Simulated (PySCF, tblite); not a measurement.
# C₅H₈BCl: dynamics, then NMR shifts on frames

How do NMR shifts of C₅H₈BCl (`B[C@@H]1[C@H](Cl)C12CC2`) change as the atoms move?

Programs: tblite 0.8.0 and PySCF 2.14.0, with density-fitted response routines of our own. Each step states its level of theory. These are calculated values for one molecule in the gas phase, unless marked as measured. Atoms count from 0, in the outputs and in this text.

## (1) The starting structure

15 atoms, charge 0, multiplicity 1; geometry from: GFN2-xTB.

Bonds of the start (Å): B0–C1 1.54, C1–C2 1.54, C2–Cl3 1.76, C2–C4 1.46, C4–C5 1.48, C5–C6 1.51, C4–C1 1.51, C6–C4 1.48, B0–H7 1.17, B0–H8 1.17, C1–H9 1.09, C2–H10 1.08, C5–H11 1.08, C5–H12 1.08, C6–H13 1.08, C6–H14 1.08.

## (2) A short Langevin run with GFN2-xTB

What the job is given:

```
{"job": {"kind": "md", "xc": "GFN2-xTB", "basis": "xTB", "temperature": 200, "steps": 2000, "every": 50, "frames": 5}, "charge": 0, "multiplicity": 1}
B      2.116631    -0.483906     0.243827
C      0.924887    -0.249618    -0.706930
C      0.240704     1.116598    -0.876032
Cl     0.852977     2.530584    -0.030330
C     -0.437042     0.062063    -0.133476
C     -1.771836    -0.576286    -0.112071
C     -1.125446    -0.087875     1.164941
H      2.222912     0.143059     1.222705
H      2.897304    -1.314985    -0.010724
H      0.884742    -0.833241    -1.623876
H     -0.089076     1.389848    -1.870477
H     -1.833099    -1.642003    -0.278431
H     -2.611134    -0.024216    -0.509932
H     -0.754758    -0.822480     1.864022
H     -1.522180     0.800448     1.634871
```

Level: GFN2-xTB Langevin dynamics, gas phase.

Started as:

```bash
$ OMP_NUM_THREADS=1 python probes_run.py task.json out
```

One launch serves the whole session: the jobs run in the order shown.

Output:

```text
t/fs     T/K      E/eV
    0.0   159.5   -557.95767
   25.0    70.4   -557.75957
   50.0   151.2   -557.78026
   75.0   122.5   -557.74915
  100.0   100.6   -557.74423
  125.0   182.4   -557.84725
  150.0   146.9   -557.70311
  175.0   143.9   -557.70131
  200.0   171.9   -557.67982
  225.0   129.7   -557.63548
  250.0   127.4   -557.56450
  275.0   188.9   -557.66494
  300.0   210.3   -557.60062
  325.0   243.3   -557.52376
  350.0   219.8   -557.50104
  375.0   265.2   -557.54966
  400.0   226.8   -557.44880
  425.0   236.2   -557.62006
  450.0   255.0   -557.61654
  475.0   234.9   -557.63332
  500.0   194.8   -557.52595
  525.0   302.4   -557.68431
  550.0   229.9   -557.54538
  575.0   202.7   -557.55457
  600.0   290.5   -557.73087
  625.0   209.9   -557.49610
  650.0   259.1   -557.62036
  675.0   173.8   -557.60441
  700.0   159.6   -557.57694
  725.0   206.1   -557.68729
  750.0   229.0   -557.58038
  775.0   216.1   -557.56402
  800.0   259.7   -557.62325
  825.0   155.5   -557.58976
  850.0   155.9   -557.55452
  875.0   213.8   -557.67120
  900.0   210.9   -557.65415
  925.0   219.8   -557.64011
  950.0   223.1   -557.60141
  975.0   267.4   -557.61130
 1000.0   250.4   -557.48064
```

Run time: 11 s. Hardware: 1 thread of Arm Neoverse V1, shared host; peak memory 0.18 GiB.

Distance from the start (root mean square after alignment): 0 fs 0.00 Å, 200 fs 0.13 Å, 400 fs 0.21 Å, 600 fs 0.14 Å, 800 fs 0.16 Å, 1000 fs 0.11 Å.

Positions (Å) and forces (eV/Å) at 1000 fs:

```xyz
15

B     2.036    1.129    1.273   -0.501   -0.674   -0.005
C     1.408    0.789   -0.102   -0.666   -0.099   -0.438
C     0.100    1.392   -0.641   -0.377    0.344    0.068
Cl   -0.644    2.736    0.188   -0.264    0.244    0.471
C     0.073    0.039   -0.112   -0.165    0.091    0.635
C    -0.437   -1.258   -0.550   -0.417   -1.504   -1.608
C    -0.784   -0.803    0.827   -0.459    2.728   -1.284
H     1.285    1.331    2.137   -0.159    0.349    0.127
H     3.120    0.873    1.609    0.275    0.131   -0.403
H     1.943    0.513   -0.988    0.978   -0.218   -0.070
H    -0.073    1.593   -1.698    0.469   -0.328    0.030
H     0.331   -2.061   -0.615   -0.772    0.464    0.001
H    -1.237   -1.354   -1.370    1.231    0.288    1.333
H    -0.293   -1.163    1.660    0.721   -0.961    1.363
H    -1.707   -0.249    1.052    0.107   -0.856   -0.220
```

## (3) Shielding tensors: 250 fs, PBE0/pcSseg-1

What the job is given:

```
{"job": {"kind": "nmr", "xc": "PBE0", "basis": "pcSseg-1", "pop": false}, "charge": 0, "multiplicity": 1}
B      2.064400    -0.078200     0.104600
C      0.775800    -0.146200    -0.790600
C     -0.068900     1.156300    -0.978700
Cl     0.376100     2.618400    -0.138800
C     -0.629700     0.028200    -0.151200
C     -1.915700    -0.677900    -0.062900
C     -1.304500    -0.100000     1.173100
H      2.046600     0.438600     1.128500
H      3.033600    -0.717400    -0.244600
H      0.827500    -0.842100    -1.617700
H     -0.574800     1.341600    -1.904200
H     -1.950000    -1.761400    -0.194600
H     -2.720800    -0.141500    -0.605400
H     -0.943100    -0.890900     1.775300
H     -1.667600     0.880200     1.612700
```

Level: GIAO PBE0/pcSseg-1 NMR shielding, non-relativistic, gas phase.

Output:

```text
coarse grid: 13104 points
cycle   1  E = -679.7449758579  dE =  9.318e-01  |g| = 3.316e-01  |ddm| = 3.477e+00
cycle   2  E = -679.7401047340  dE =  4.871e-03  |g| = 3.884e-01  |ddm| = 6.873e-01
cycle   3  E = -679.7763041590  dE = -3.620e-02  |g| = 5.843e-02  |ddm| = 3.959e-01
cycle   4  E = -679.7770166090  dE = -7.125e-04  |g| = 2.579e-02  |ddm| = 8.770e-02
cycle   5  E = -679.7771747100  dE = -1.581e-04  |g| = 5.675e-03  |ddm| = 3.067e-02
cycle   6  E = -679.7771823057  dE = -7.596e-06  |g| = 2.084e-03  |ddm| = 9.150e-03
final grid: 121976 points
cycle   7  E = -679.8175667352  dE = -3.551e-05  |g| = 8.852e-03  |ddm| = 2.845e-02
cycle   8  E = -679.8175516266  dE =  1.511e-05  |g| = 1.168e-02  |ddm| = 2.140e-02
cycle   9  E = -679.8175872921  dE = -3.567e-05  |g| = 1.343e-03  |ddm| = 1.305e-02
cycle  10  E = -679.8175876804  dE = -3.884e-07  |g| = 3.031e-04  |ddm| = 1.509e-03
cycle  11  E = -679.8175877009  dE = -2.049e-08  |g| = 6.462e-05  |ddm| = 3.140e-04
cycle  12  E = -679.8175877018  dE = -9.088e-10  |g| = 2.492e-05  |ddm| = 9.842e-05
converged SCF energy = -679.8175877018

GIAO shielding tensors (ppm)
atom      isotropic    diamagn.    paramagn.     s11        s22        s33       span
  0 B        9.702     192.505    -182.803    -64.506    -34.607    128.219    192.725
  1 C      149.534     250.838    -101.304     97.154    163.143    188.305     91.151
  2 C      132.138     251.298    -119.159    100.957    120.306    175.152     74.196
  3 Cl     832.539    1147.171    -314.632    664.247    759.806   1073.563    409.316
  4 C      145.889     253.152    -107.262     78.327    172.386    186.955    108.627
  5 C      171.510     252.844     -81.333    148.856    168.401    197.274     48.418
  6 C      177.583     250.483     -72.901    155.095    169.651    208.002     52.907
  7 H       23.813      30.126      -6.313     13.296     27.364     30.779     17.483
  8 H       23.298      28.849      -5.551     17.113     26.077     26.704      9.592
  9 H       29.304      31.804      -2.500     23.747     26.810     37.354     13.607
 10 H       28.175      31.482      -3.307     21.071     27.490     35.964     14.893
 11 H       30.255      30.520      -0.266     25.030     26.246     39.488     14.458
 12 H       29.821      29.610       0.210     23.581     27.723     38.157     14.576
 13 H       30.920      31.133      -0.214     25.324     26.943     40.492     15.167
 14 H       28.816      28.184       0.632     23.385     26.493     36.571     13.185
```

It took 16 s on 1 thread of Arm Neoverse V1, shared host; peak memory 0.75 GiB.

Shifts follow as δ = σ(reference) − σ, with reference shieldings (ppm) from runs at the same level and on the same kind of geometry: 1H TMS 31.72, 13C TMS 186.9, 11B BF3·OEt2 100.1, 35Cl HCl 950. The references are single molecules in the gas phase. Each atom is listed at this fixed geometry, with no averaging over motion; a spectrum would average atoms that exchange fast.

| atoms | environment | σ (ppm) | δ (ppm) |
| --- | --- | --- | --- |
| C2 | three-membered-ring carbon bearing a halogen | 132.1 | 54.8 |
| C4 | three-membered-ring carbon | 145.9 | 41.0 |
| C1 | three-membered-ring carbon | 149.5 | 37.4 |
| C5 | three-membered-ring carbon | 171.5 | 15.4 |
| C6 | three-membered-ring carbon | 177.6 | 9.3 |
| H8 | hydrogen on a boron bonded to C | 23.30 | 8.42 |
| H7 | hydrogen on a boron bonded to C | 23.81 | 7.90 |
| H10 | hydrogen on a three-membered-ring carbon bearing a halogen | 28.18 | 3.54 |
| H14 | hydrogen on a three-membered-ring carbon | 28.82 | 2.90 |
| H9 | hydrogen on a three-membered-ring carbon | 29.30 | 2.41 |
| H12 | hydrogen on a three-membered-ring carbon | 29.82 | 1.90 |
| H11 | hydrogen on a three-membered-ring carbon | 30.25 | 1.46 |
| H13 | hydrogen on a three-membered-ring carbon | 30.92 | 0.80 |
| B0 | boron bonded to C, 2 H | 9.7 | 90.4 |
| Cl3 | chlorine bonded to C | 833 | 117 |

Ring of atoms C1, C2, C4: NICS(0) -36.5, NICS(1) -5.3, NICS(1)zz -17.2 ppm (means of both faces; NICS(1) differs between them: -7.1 and -3.4).

The two faces differ (NICS(1)zz -14.6 and -19.8 ppm).

In rings of three or four atoms NICS is ruled by the nearby σ bonds, so it says little on aromaticity.

Ring of atoms C4, C5, C6: NICS(0) -38.5, NICS(1) -6.5, NICS(1)zz -18.5 ppm (means of both faces).

In rings of three or four atoms NICS is ruled by the nearby σ bonds, so it says little on aromaticity.

## (4) NMR shieldings: 425 fs, PBE0/pcSseg-1

What the job is given:

```
{"job": {"kind": "nmr", "xc": "PBE0", "basis": "pcSseg-1", "pop": false}, "charge": 0, "multiplicity": 1}
B      2.228600    -0.017100     0.302600
C      0.931200    -0.029900    -0.627800
C     -0.055600     1.129700    -0.752200
Cl     0.138600     2.614900     0.176300
C     -0.440900    -0.146600    -0.102600
C     -1.677900    -1.005000    -0.239900
C     -1.174400    -0.565500     1.114800
H      2.237700     0.234700     1.441000
H      3.228000    -0.375500    -0.220200
H      1.079700    -0.561800    -1.541900
H     -0.384400     1.322700    -1.773200
H     -1.712500    -2.054800    -0.387100
H     -2.630100    -0.507000    -0.562400
H     -0.739900    -1.358500     1.696100
H     -1.639200     0.240800     1.761100
```

Method: GIAO PBE0/pcSseg-1 NMR shielding, non-relativistic, gas phase.

Output:

```text
coarse grid: 13104 points
cycle   1  E = -679.7473620883  dE =  9.634e-01  |g| = 3.314e-01  |ddm| = 3.482e+00
cycle   2  E = -679.7436058163  dE =  3.756e-03  |g| = 3.816e-01  |ddm| = 6.849e-01
cycle   3  E = -679.7783504341  dE = -3.474e-02  |g| = 5.698e-02  |ddm| = 3.909e-01
cycle   4  E = -679.7790054329  dE = -6.550e-04  |g| = 2.586e-02  |ddm| = 8.224e-02
cycle   5  E = -679.7791607005  dE = -1.553e-04  |g| = 5.780e-03  |ddm| = 2.982e-02
cycle   6  E = -679.7791685408  dE = -7.840e-06  |g| = 2.244e-03  |ddm| = 9.572e-03
final grid: 121976 points
cycle   7  E = -679.8190995020  dE = -3.686e-05  |g| = 9.453e-03  |ddm| = 3.138e-02
cycle   8  E = -679.8190789457  dE =  2.056e-05  |g| = 1.301e-02  |ddm| = 2.372e-02
cycle   9  E = -679.8191230691  dE = -4.412e-05  |g| = 1.330e-03  |ddm| = 1.462e-02
cycle  10  E = -679.8191234495  dE = -3.804e-07  |g| = 3.056e-04  |ddm| = 1.492e-03
cycle  11  E = -679.8191234702  dE = -2.070e-08  |g| = 7.906e-05  |ddm| = 3.287e-04
cycle  12  E = -679.8191234716  dE = -1.382e-09  |g| = 2.861e-05  |ddm| = 1.104e-04
cycle  13  E = -679.8191234718  dE = -1.871e-10  |g| = 5.263e-06  |ddm| = 3.034e-05
converged SCF energy = -679.8191234718

GIAO shielding tensors (ppm)
atom      isotropic    diamagn.    paramagn.     s11        s22        s33       span
  0 B        7.122     190.652    -183.530    -66.869    -40.629    128.863    195.732
  1 C      154.086     251.409     -97.323    104.459    166.198    191.601     87.142
  2 C      132.844     249.125    -116.281     95.110    119.164    184.258     89.147
  3 Cl     836.383    1146.790    -310.407    647.566    769.300   1092.284    444.717
  4 C      153.390     250.565     -97.176     92.978    175.065    192.126     99.148
  5 C      174.300     250.072     -75.771    143.610    174.698    204.592     60.982
  6 C      172.605     249.952     -77.346    146.329    170.455    201.032     54.703
  7 H       23.508      29.321      -5.813     13.831     27.344     29.349     15.518
  8 H       23.310      28.992      -5.682     16.082     26.639     27.210     11.128
  9 H       29.678      32.074      -2.396     23.610     27.026     38.397     14.787
 10 H       27.739      30.154      -2.415     20.429     27.168     35.619     15.190
 11 H       30.950      30.753       0.197     25.470     27.165     40.216     14.746
 12 H       29.781      28.756       1.025     23.818     27.092     38.431     14.613
 13 H       30.648      30.832      -0.184     25.445     26.808     39.692     14.247
 14 H       28.819      28.438       0.380     23.469     26.601     36.386     12.917
```

It took 17 s on 1 thread of Arm Neoverse V1, shared host; peak memory 0.82 GiB.

This run: δ C2 54.1, C4 33.5, C1 32.8, C6 14.3, H8 8.41, H7 8.21 ppm.

(Part 1 of 2 ends here.)
